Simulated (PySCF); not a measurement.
# Sn+: dipole response in dyall-av2z

How polarisable is Sn+ at the levels listed below?

The numbers are computed with PySCF 2.14.0 (unrestricted determinants in a Gaussian basis, no spin-orbit coupling in the energies), except any that are marked as measured or tabulated.

### 1 The atom as given

- Element: tin (Z = 50)
- Basis: dyall-av2z (22s16p12d, 130 functions)
- Hamiltonian: no relativity, point nucleus
- State 1: Sn+: [Kr] 4d10 5s2 5p1, 2P determinant
- Methods: TPSS

Outer shells as boxes (Hund's rule):

Sn+ [Kr] 4d10 5s2 5p1
```
[Kr] core
4d [↑↓][↑↓][↑↓][↑↓][↑↓]
5s [↑↓]
5p [↑ ][  ][  ]
```

The runs were made by one driver on top of PySCF. The scripts below sum up each run's settings (the driver also hands on starting orbitals that pick excited configurations, and frozen orbitals as a list rather than a count), and the logs come from the driver's own runs. The driver starts from symmetry-adapted Hartree-Fock orbitals, holds the occupation by maximum overlap and uses a logarithmic radial grid for functionals, so a plain start would take other cycles.

The integrals over 130 functions and the set-up took 0.47 s of CPU time.

### 2 Sn+, at TPSS

Level: TPSS.

input.py

```python
from pyscf import gto, scf, dft, mp, cc
import basis_set_exchange as bse
mol = gto.M(atom="Sn 0 0 0", charge=1, spin=1, symmetry="D2h",
            basis=gto.basis.parse(bse.get_basis("dyall-av2z", elements=["Sn"], fmt="nwchem")))
mf = dft.UKS(mol, xc="TPSS")
mf.irrep_nelec = {'Ag': (9, 9), 'B1g': (2, 2), 'B2g': (2, 2), 'B3g': (2, 2), 'B1u': (3, 3), 'B2u': (4, 3), 'B3u': (3, 3)}
mf.kernel()
```

Standard output:

```text
damping factor = 0
level_shift factor = 0
DIIS = <class 'pyscf.scf.diis.CDIIS'>
diis_start_cycle = 1
diis_space = 10
diis_damp = 0
SCF conv_tol = 1e-09
SCF conv_tol_grad = None
number electrons alpha = 25  beta = 24
XC functionals = TPSS
    J. Tao, J. P. Perdew, V. N. Staroverov, and G. E. Scuseria.,  Phys. Rev. Lett. 91, 146401 (2003)
    J. P. Perdew, J. Tao, V. N. Staroverov, and G. E. Scuseria.,  J. Chem. Phys. 120, 6898 (2004)
    J. Tao, J. P. Perdew, V. N. Staroverov, and G. E. Scuseria.,  Phys. Rev. Lett. 91, 146401 (2003)
    J. P. Perdew, J. Tao, V. N. Staroverov, and G. E. Scuseria.,  J. Chem. Phys. 120, 6898 (2004)
cycle= 1 E= -6024.82240237829  delta_E= -0.024  |g|= 0.0563  |ddm|= 0.368
cycle= 2 E= -6024.82244368139  delta_E= -4.13e-05  |g|= 0.0328  |ddm|= 0.0212
cycle= 3 E= -6024.82248637217  delta_E= -4.27e-05  |g|= 0.00675  |ddm|= 0.0105
cycle= 4 E= -6024.82249187625  delta_E= -5.5e-06  |g|= 0.00127  |ddm|= 0.00482
cycle= 5 E= -6024.82249209594  delta_E= -2.2e-07  |g|= 1.88e-05  |ddm|= 0.0008
cycle= 6 E= -6024.82249209607  delta_E= -1.25e-10  |g|= 1.56e-06  |ddm|= 2.8e-05
converged SCF energy = -6024.82249209607  <S^2> = 0.75247555  2S+1 = 2.002474
```

It used 1.9 min of CPU time after the integrals (shared host).

The occupied shells:

| shell | electrons | mean orbital energy (eV) | spread (eV) | rms radius (bohr) |
| --- | --- | --- | --- | --- |
| 1s α | 1 | -28007.7 | 0 | 0.0352 |
| 1s β | 1 | -28007.7 | 0 | 0.0352 |
| 2s α | 1 | -4139.3 | 0 | 0.142 |
| 2s β | 1 | -4139.3 | 0 | 0.142 |
| 2p α | 3 | -3870.3 | 0.056 | 0.124 |
| 2p β | 3 | -3870.3 | 0.080 | 0.124 |
| 3s α | 1 | -804.41 | 0 | 0.376 |
| 3s β | 1 | -804.40 | 0 | 0.376 |
| 3p α | 3 | -693.34 | 0.170 | 0.370 |
| 3p β | 3 | -693.33 | 0.201 | 0.370 |
| 3d α | 5 | -488.35 | 0.147 | 0.343 |
| 3d β | 5 | -488.33 | 0.178 | 0.343 |
| 4s α | 1 | -133.00 | 0 | 0.903 |
| 4s β | 1 | -132.96 | 0 | 0.903 |
| 4p α | 3 | -96.103 | 0.408 | 0.961 |
| 4p β | 3 | -96.058 | 0.495 | 0.961 |
| 4d α | 5 | -35.293 | 0.435 | 1.18 |
| 4d β | 5 | -35.194 | 0.579 | 1.18 |
| 5s α | 1 | -17.230 | 0 | 2.55 |
| 5s β | 1 | -16.406 | 0 | 2.55 |
| 5p α | 1 | -10.718 | 0 | 3.14 |

⟨S²⟩ = 0.752, ⟨L²⟩ = 2.01.

The driver then solved the coupled dipole response at imaginary frequencies: mean α = 30.06 bohr³ (xx, yy, zz: 28.64, 32.92, 28.64), C₆ = 223.4 au for a like pair.

A non-relativistic calculation at this Z misses sizeable relativistic shifts.

### 3 Polarisabilities and C₆

Sn+, in atomic units:

| method | mean α | C₆ (like pair) | S(−4) |
| --- | --- | --- | --- |
| TPSS | 30.06 | 223.4 | 304.3 |

α(iu) at TPSS:

| u (hartree) | α(iu) (bohr³) |
| --- | --- |
| 0 | 30.06 |
| 0.0500 | 29.32 |
| 0.100 | 27.33 |
| 0.200 | 21.61 |
| 0.300 | 16.20 |
| 0.500 | 9.267 |
| 0.750 | 5.245 |
| 1.00 | 3.352 |
| 1.50 | 1.716 |
| 2.00 | 1.051 |
| 3.00 | 0.5218 |
| 5.00 | 0.2164 |

### 4 Summary of results

| quantity | value |
| --- | --- |
| α of Sn+ | 30.06 (TPSS) bohr³ |

What this shows: A single London oscillator with the computed α and C₆ of Sn+ at TPSS would have ω = 4 C₆ / (3 α²) = 0.330 hartree. The basis is finite, and no extrapolation was made.
